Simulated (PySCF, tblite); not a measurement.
**Cl3H3OSiTi, a small molecule taken as a stand-in for a surface group (silyl): NMR shifts, core binding energies and electronic excitations**

What NMR shifts, core binding energies and electronic excitations should one expect for `[SiH3][O][Ti]([Cl])([Cl])[Cl]`?

Programs: tblite 0.8.0 and PySCF 2.14.0. All values are calculated, for the isolated system unless a continuum is named. Atoms count from 0, parts from 1.

## Step 1: The system as given

9 atoms, charge 0, multiplicity 1; geometry: distance geometry start.

## Step 2: Geometry optimisation with GFN2-xTB

The job: settings as JSON, then the geometry in Å.

```
{"job": {"kind": "relax", "xc": "GFN2-xTB", "basis": "xTB"}, "charge": 0, "multiplicity": 1}
Si     0.884462     0.006936    -2.325505
O      0.007403    -0.189350    -0.809767
Ti    -1.185426     1.103890     0.018439
Cl    -0.963413     1.084571     2.237241
Cl    -0.688925     3.154142    -0.789339
Cl    -3.318230     0.574387    -0.542525
H      2.055697     0.789601    -2.099058
H      0.059508     0.717381    -3.251893
H      1.235184    -1.238125    -2.867045
```

Method: GFN2-xTB geometry optimisation, gas phase.

Command:

```sh
OMP_NUM_THREADS=1 python cluster_run.py task.json out
```

One launch serves the whole session: the jobs run in the order shown.

Output:

```text
step      E/eV     max force
  0    -622.03968    3.250
  1    -622.36025    1.834
  2    -622.67970    2.438
  3    -622.81335    1.545
  4    -622.93304    1.361
  5    -622.97905    1.043
  6    -623.00661    0.642
  7    -623.02213    0.502
  8    -623.03325    0.433
  9    -623.04699    0.426
 10    -623.05420    0.232
 11    -623.05718    0.191
 12    -623.05944    0.151
 13    -623.06112    0.147
 14    -623.06266    0.128
 15    -623.06473    0.160
 16    -623.06803    0.182
 17    -623.07251    0.231
 18    -623.07623    0.191
 19    -623.07757    0.081
 20    -623.07800    0.073
 21    -623.07860    0.102
 22    -623.07964    0.134
 23    -623.08133    0.156
 24    -623.08331    0.148
 25    -623.08512    0.090
 26    -623.08642    0.084
 27    -623.08757    0.107
 28    -623.08977    0.163
 29    -623.09404    0.241
 30    -623.09950    0.248
 31    -623.10279    0.210
 32    -623.10459    0.129
 33    -623.10570    0.094
 34    -623.10661    0.106
 35    -623.10906    0.153
 36    -623.11163    0.160
 37    -623.11565    0.143
 38    -623.11757    0.095
 39    -623.11823    0.031
 40    -623.11839    0.052
 41    -623.11856    0.046
 42    -623.11884    0.049
 43    -623.11971    0.073
 44    -623.12023    0.070
 45    -623.12069    0.040
 46    -623.12080    0.024
 47    -623.12085    0.021
 48    -623.12090    0.022
 49    -623.12097    0.029
 50    -623.12103    0.036
 51    -623.12111    0.033
 52    -623.12121    0.028
 53    -623.12128    0.017
 54    -623.12130    0.008
 55    -623.12131    0.007
```

Run time: 1.7 s. Hardware: 1 thread of Arm Neoverse N1, shared host.

Relaxation path:

| step | energy from step 0 (eV) | largest force (eV/Å) |
| --- | --- | --- |
| 0 | 0.0000 | 3.2503 |
| 2 | -0.6400 | 2.4383 |
| 4 | -0.8934 | 1.3606 |
| 6 | -0.9669 | 0.6429 |
| 8 | -0.9936 | 0.4333 |
| 10 | -1.0145 | 0.2319 |
| 12 | -1.0198 | 0.1506 |
| 14 | -1.0230 | 0.1284 |
| 16 | -1.0284 | 0.1820 |
| 18 | -1.0366 | 0.1918 |
| 20 | -1.0383 | 0.0731 |
| 22 | -1.0400 | 0.1343 |
| 24 | -1.0436 | 0.1484 |
| 26 | -1.0467 | 0.0848 |
| 28 | -1.0501 | 0.1633 |
| 30 | -1.0598 | 0.2478 |
| 32 | -1.0649 | 0.1296 |
| 34 | -1.0669 | 0.1062 |
| 36 | -1.0720 | 0.1593 |
| 38 | -1.0779 | 0.0949 |
| 40 | -1.0787 | 0.0517 |
| 42 | -1.0792 | 0.0496 |
| 44 | -1.0806 | 0.0704 |
| 46 | -1.0811 | 0.0242 |
| 48 | -1.0812 | 0.0220 |
| 50 | -1.0814 | 0.0360 |
| 52 | -1.0815 | 0.0279 |
| 54 | -1.0816 | 0.0083 |
| 55 | -1.0816 | 0.0072 |

Close pairs (by a distance rule), those that changed most:

```csv
bond,before (Å),after (Å),change (Å)
O1–Ti2,1.945,1.686,-0.258
Ti2–Cl5,2.268,2.125,-0.143
Si0–O1,1.762,1.627,-0.135
Ti2–Cl4,2.259,2.126,-0.133
Ti2–Cl3,2.230,2.126,-0.104
Si0–H8,1.402,1.470,+0.068
Si0–H6,1.427,1.470,+0.043
Si0–H7,1.430,1.470,+0.041
```

## Step 3: Geometry optimisation at PBE0-D3(BJ)/def2-SVP

The job: settings as JSON, then the geometry in Å.

```
{"job": {"xc": "PBE0", "basis": "def2-SVP", "d3": "d3bj", "grid": 2, "kind": "geom", "shake": 0.01}, "charge": 0, "multiplicity": 1}
Si     1.148826    -0.682095    -1.213244
O      0.128083    -0.061670    -0.080017
Ti    -0.974667     0.559990     1.042625
Cl    -0.448152    -0.001650     3.041361
Cl    -1.021068     2.680556     1.009430
Cl    -2.942244    -0.105183     0.688331
H      2.450844    -0.042397    -0.979484
H      0.564731    -0.262883    -2.516839
H      1.137894    -2.107814    -1.000712
```

Output:

```text
step   0  E = -2595.33538819  max force = 0.024421
step   1  E = -2595.34177301  max force = 0.014722
step   2  E = -2595.34379770  max force = 0.002389
step   3  E = -2595.34384520  max force = 0.000840
step   4  E = -2595.34384827  max force = 0.000160
optimisation converged
```

Wall time 1.7 min (1 thread of Arm Neoverse N1, shared host); peak memory 0.69 GiB.

The steps of the relaxation:

```
step  energy from step 0 (eV)  largest force component (eV/Å)
   0                   0.0000                          1.2558
   1                  -0.1737                          0.7570
   2                  -0.2288                          0.1228
   3                  -0.2301                          0.0432
   4                  -0.2302                          0.0082
```

Close pairs (by a distance rule), those that changed most:

| bond | before (Å) | after (Å) | change (Å) |
| --- | --- | --- | --- |
| Ti2–Cl5 | 2.107 | 2.175 | +0.068 |
| Ti2–Cl4 | 2.121 | 2.174 | +0.053 |
| Si0–H8 | 1.442 | 1.488 | +0.047 |
| Si0–O1 | 1.647 | 1.686 | +0.040 |
| O1–Ti2 | 1.692 | 1.727 | +0.035 |
| Ti2–Cl3 | 2.142 | 2.174 | +0.032 |
| Si0–H6 | 1.469 | 1.488 | +0.019 |
| Si0–H7 | 1.489 | 1.488 | -0.001 |

The final coordinates are the input of the step that follows.

```csv
at the end point,value
point group (found at 0.08 Å tolerance),C3
"rotational constants (GHz, main isotopes)","1.121, 0.747, 0.747"
dipole moment (D),2.93
```

## Step 4: Nuclear shieldings: PBE0/pcSseg-1

The job: settings as JSON, then the geometry in Å.

```
{"job": {"kind": "nmr", "xc": "PBE0", "basis": "pcSseg-1"}, "charge": 0, "multiplicity": 1}
Si     1.158329    -0.706001    -1.195160
O      0.105348    -0.075056    -0.038785
Ti    -1.006670     0.567058     1.116382
Cl    -0.395479    -0.065076     3.104850
Cl    -0.980441     2.736719     0.976853
Cl    -2.995654    -0.188171     0.664338
H      2.501849    -0.106082    -0.972523
H      0.634290    -0.348661    -2.541378
H      1.204913    -2.183327    -1.021580
```

With the program's defaults for keys left out, this is: GIAO PBE0/pcSseg-1 NMR shielding, non-relativistic, gas phase.

Output:

```text
coarse grid: 45408 points
cycle   1  E = -2595.5651130730  dE =  3.852e-01  |g| = 1.172e+00  |ddm| = 3.175e+00
cycle   2  E = -2583.9150546361  dE =  1.165e+01  |g| = 8.794e+00  |ddm| = 3.437e+00
cycle   3  E = -2595.6265701884  dE = -1.171e+01  |g| = 1.139e+00  |ddm| = 2.741e+00
cycle   4  E = -2595.8417692780  dE = -2.152e-01  |g| = 2.355e-01  |ddm| = 5.037e-01
cycle   5  E = -2595.8495645020  dE = -7.795e-03  |g| = 1.198e-01  |ddm| = 1.641e-01
cycle   6  E = -2595.8519659779  dE = -2.401e-03  |g| = 4.384e-02  |ddm| = 9.480e-02
cycle   7  E = -2595.8524186236  dE = -4.526e-04  |g| = 1.847e-03  |ddm| = 3.399e-02
cycle   8  E = -2595.8524194272  dE = -8.036e-07  |g| = 8.300e-04  |ddm| = 2.151e-03
final grid: 87744 points
cycle   9  E = -2595.8524520313  dE =  8.230e-07  |g| = 2.247e-03  |ddm| = 1.985e-03
cycle  10  E = -2595.8524411457  dE =  1.089e-05  |g| = 7.649e-03  |ddm| = 5.653e-03
cycle  11  E = -2595.8524530255  dE = -1.188e-05  |g| = 3.376e-04  |ddm| = 4.463e-03
cycle  12  E = -2595.8524530495  dE = -2.407e-08  |g| = 1.053e-04  |ddm| = 3.068e-04
cycle  13  E = -2595.8524530518  dE = -2.246e-09  |g| = 9.762e-06  |ddm| = 7.196e-05
cycle  14  E = -2595.8524530518  dE = -2.001e-11  |g| = 5.562e-06  |ddm| = 1.449e-05
converged SCF energy = -2595.8524530518

GIAO shielding tensors (ppm)
atom      isotropic    diamagn.    paramagn.     s11        s22        s33       span
  0 Si     364.351     877.897    -513.546    321.171    321.507    450.375    129.205
  1 O      -97.674     406.666    -504.340   -269.183   -268.316    244.477    513.660
  2 Ti    -663.960    1605.915   -2269.875   -965.458   -514.225   -512.197    453.260
  3 Cl     147.447    1148.678   -1001.231   -426.779    -84.216    953.336   1380.116
  4 Cl     147.732    1148.725   -1000.993   -426.156    -84.356    953.708   1379.863
  5 Cl     149.051    1148.724    -999.673   -423.410    -84.357    954.919   1378.328
  6 H       26.125      27.945      -1.821     23.835     25.001     29.537      5.702
  7 H       26.097      28.003      -1.906     23.827     25.000     29.465      5.638
  8 H       26.112      27.934      -1.823     23.833     25.000     29.502      5.669
```

Run time: 64 s. Hardware: 1 thread of Arm Neoverse N1, shared host; peak memory 0.97 GiB.

The references, computed at this level on geometries of the same kind, shield at (ppm): ¹H TMS 31.27, ²⁹Si TMS 352.0, ¹⁷O H2O 334.6, ³⁵Cl HCl 943. Their shielding less the atom's gives the shift. The references are single molecules in the gas phase, so shifts against H2O, NH3, PH3, H3PO4 or CFCl3 are not on the usual liquid scales and can be off by tens of ppm.

| atoms | environment | σ (ppm) | δ (ppm) |
| --- | --- | --- | --- |
| H7 | hydrogen on a silicon bonded to O | 26.10 | 5.17 |
| H8 | hydrogen on a silicon bonded to O | 26.11 | 5.16 |
| H6 | hydrogen on a silicon bonded to O | 26.12 | 5.14 |
| Si0 | silicon bonded to O, 3 H | 364.4 | -12.4 |
| O1 | oxygen bonded to Si, Ti | -97.7 | 432.2 |
| Ti2 | Ti bonded to 3 Cl, O | -664 | – |
| Cl3 | chlorine bonded to Ti | 147 | 796 |
| Cl4 | chlorine bonded to Ti | 148 | 796 |
| Cl5 | chlorine bonded to Ti | 149 | 794 |

The run also stored atomic charges by several schemes (e):

```csv
atoms,Mulliken,IAO,Hirshfeld,ESP fit
Si0,0.72,0.85,0.43,0.51
O1,-0.78,-0.70,-0.31,-0.26
Ti2,1.20,1.20,0.49,0.42
Cl3,-0.29,-0.33,-0.14,-0.14
Cl4,-0.29,-0.33,-0.14,-0.14
Cl5,-0.29,-0.33,-0.14,-0.14
```

Mayer bond orders: Si0–O1 0.81, O1–Ti2 1.00, Ti2–Cl3 1.13, Ti2–Cl4 1.13, Ti2–Cl5 1.13.

The fields below are evaluated on a grid from the run's orbitals.

Frontier orbitals at PBE0/pcSseg-1, with the share of their density that lies nearest to each atom:

```
orbital  energy (eV)                            lies on
   HOMO        -9.31      Cl3, Cl4, Cl5 about 33 % each
   LUMO        -3.31  Ti2 75 %; Cl4, Cl5 about 8 % each
```

ELF in a plane through or near 3 of the atoms.

Values, 10 rows by 14 columns:
```
0.00 0.00 0.00 0.00 0.00 0.00 0.00 0.00 0.00 0.00 0.00 0.00 0.00 0.00
0.00 0.00 0.00 0.00 0.00 0.00 0.00 0.00 0.04 0.24 0.34 0.23 0.03 0.00
0.00 0.00 0.00 0.01 0.03 0.01 0.00 0.01 0.35 0.74 0.85 0.75 0.34 0.02
0.00 0.00 0.05 0.46 0.63 0.12 0.05 0.07 0.13 0.75 0.83 0.82 0.46 0.04
0.00 0.00 0.08 0.50 0.23 0.13 0.69 0.82 0.12 0.53 0.18 0.23 0.11 0.00
0.00 0.00 0.06 0.25 0.65 0.18 0.83 0.68 0.32 0.28 0.57 0.03 0.02 0.00
0.00 0.00 0.45 0.99 1.00 0.58 0.21 0.47 0.06 0.10 0.31 0.31 0.09 0.00
0.00 0.00 0.32 0.98 1.00 0.69 0.00 0.00 0.14 0.50 0.63 0.46 0.13 0.00
0.00 0.00 0.00 0.04 0.07 0.01 0.00 0.00 0.02 0.16 0.24 0.14 0.01 0.00
0.00 0.00 0.00 0.00 0.00 0.00 0.00 0.00 0.00 0.00 0.00 0.00 0.00 0.00
```
The map spans 9.9 Å across and 9.0 Å up, centred on the molecule. Atoms in the plane (x, y in Å): Si0 (-1.8, 0.0), O1 (-0.1, 0.0), Ti2 (1.6, 0.0).

log10 of the density (e/Å³) in the same plane.

Values, 10 rows by 14 columns:
```
-4.0 -4.0 -4.0 -4.0 -4.0 -4.0 -4.0 -4.0 -4.0 -3.6 -3.3 -3.6 -4.0 -4.0
-4.0 -4.0 -4.0 -3.9 -3.8 -4.0 -4.0 -3.5 -2.5 -1.8 -1.6 -1.8 -2.5 -3.5
-4.0 -3.9 -3.2 -2.7 -2.6 -2.8 -3.2 -2.6 -1.6 -0.8 -0.3 -0.7 -1.6 -2.7
-4.0 -3.2 -2.2 -1.4 -1.1 -1.5 -1.6 -1.5 -1.2 -0.4  0.0 -0.4 -1.4 -2.5
-4.0 -2.9 -1.8 -0.8 -0.3 -0.5 -0.2  0.0 -0.5  0.2 -0.4 -1.1 -1.7 -2.8
-4.0 -2.9 -1.7 -0.7  0.9  0.2  0.4  0.7  0.1  1.3  0.1 -1.3 -2.0 -3.0
-4.0 -2.9 -1.7 -0.6 -0.1 -0.7 -1.0 -0.9 -1.1 -0.7 -0.7 -1.1 -1.8 -2.9
-4.0 -3.2 -2.3 -1.4 -1.2 -1.7 -2.5 -2.5 -1.8 -1.2 -0.9 -1.2 -2.0 -3.1
-4.0 -4.0 -3.2 -2.7 -2.6 -2.9 -3.4 -3.5 -2.6 -2.0 -1.8 -2.1 -2.7 -3.8
-4.0 -4.0 -4.0 -4.0 -4.0 -4.0 -4.0 -4.0 -4.0 -3.6 -3.4 -3.7 -4.0 -4.0
```
The map spans 9.9 Å across and 9.0 Å up, centred on the molecule. Atoms in the plane (x, y in Å): Si0 (-1.8, 0.0), O1 (-0.1, 0.0), Ti2 (1.6, 0.0).

On the surface of density 0.002 e/bohr³ the electrostatic potential runs, from the 1st to the 99th percentile, from -0.33 V near Cl3 to 1.65 V near H8.

[end of part 1 of 2]
